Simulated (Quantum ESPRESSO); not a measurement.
# Al in Quantum ESPRESSO: the effect of functional

Al, a slab with vacuum:

```
Al
1.0
     2.86234    0.00000    0.00000
     0.00000    2.86234    0.00000
     0.00000    0.00000   25.11990
Al
6
Direct
  0.50000 0.50000 0.29857
  0.00000 0.00000 0.37914
  0.50000 0.50000 0.45971
  0.00000 0.00000 0.54029
  0.50000 0.50000 0.62086
  0.00000 0.00000 0.70143
```

The slab is cut from a database's or a generator's crystal, which needn't be the stable form of the element.

Alike in all runs:

| Property | Result |
| --- | --- |
| Program | Quantum ESPRESSO 7.5 |
| Task | work function |
| Potentials or basis | SG15 PBE 1.2 |
| Cutoff | 1020 eV |
| Density cutoff | 4082 eV |
| k mesh | 7 × 7 × 1 |
| Occupations | fermi-dirac, width 0.05 eV |
| Spin | no spin polarisation |

Problem. One run gave: work function 4.53 eV. Which functional did it use?
A. PBEsol
B. AM05
C. revPBE
D. WC
E. LDA

Solution. E.

```csv
functional,work function (eV)
LDA,4.53
PBEsol,4.41
RPBE,4.29
revPBE,4.29
AM05,4.33
WC,4.40
```

Runs at the PBE level aren't shown here.
